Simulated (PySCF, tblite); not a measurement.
# C₈H₄: geometry, infrared bands and NMR shifts

What infrared bands and NMR shifts should C₈H₄ (`C#CC#C/C=C\C#C`) show?

The runs use tblite 0.8.0 and PySCF 2.14.0, with density-fitted response routines of our own; the level of theory stands in each step. All values are computed, except where a source is named. Atoms count from 0, in the outputs and in this text.

**1. The molecule as given**

12 atoms, charge 0, multiplicity 1; geometry from: force field or distance geometry start.

Bonds of the start (Å): C0–C1 1.22, C1–C2 1.41, C2–C3 1.23, C3–C4 1.44, C4–C5 1.32, C5–C6 1.45, C6–C7 1.20, C0–H8 1.06, C4–H9 1.06, C5–H10 1.10, C7–H11 1.07.

**2. Geometry optimisation with GFN2-xTB**

The job: settings as JSON, then the geometry in Å.

```
{"job": {"kind": "relax", "xc": "GFN2-xTB", "basis": "xTB"}, "charge": 0, "multiplicity": 1}
C      3.053300    -1.527500    -1.699400
C      2.279000    -0.933800    -0.964700
C      1.403300    -0.254600    -0.091200
C      0.635000     0.361500     0.640800
C     -0.273700     1.064100     1.514100
C     -1.566800     1.051900     1.243700
C     -2.004500     0.308200     0.080900
C     -2.360800    -0.315300    -0.882300
H      3.710000    -2.039300    -2.351400
H      0.125800     1.589800     2.344200
H     -2.302900     1.576900     1.865900
H     -2.696600    -0.882700    -1.726700
```

On the command line:

```console
$ OMP_NUM_THREADS=1 python probes_run.py task.json out
```

The driver reads the jobs from task.json and runs them one after another.

**Question.** This job is followed by: GFN2-xTB harmonic vibrations, gas phase; GIAO PBE0/pcSseg-1 NMR shielding, non-relativistic, gas phase. What will the session give for the following? strongest single infrared mode (GFN2-xTB); zero-point energy (GFN2-xTB); ¹³C shifts against TMS (PBE0/pcSseg-1); ¹H shifts against TMS (PBE0/pcSseg-1).

The runs gave:

| quantity | value |
| --- | --- |
| strongest single infrared mode (GFN2-xTB) | 3053 cm⁻¹, 48 km/mol |
| zero-point energy (GFN2-xTB) | 48.8 kcal/mol |
| ¹³C shifts against TMS (PBE0/pcSseg-1) | 132.7, 128.2, 101.7, 96.9, 86.1, 85.7, 75.6, 73.5 ppm |
| ¹H shifts against TMS (PBE0/pcSseg-1) | 6.24, 6.14, 3.51, 2.27 ppm |

**Reading.** Over 57 steps the energy fell by 0.250 eV; of the close pairs, C1–C2 changed most, 1.411 to 1.354 Å. No mode is imaginary among the 30: a minimum at this level. The strongest single mode, at 3053 cm⁻¹, moves mainly H10. Unscaled tight-binding wavenumbers are off by several per cent, some by more. Its intensities can rank the bands wrongly.
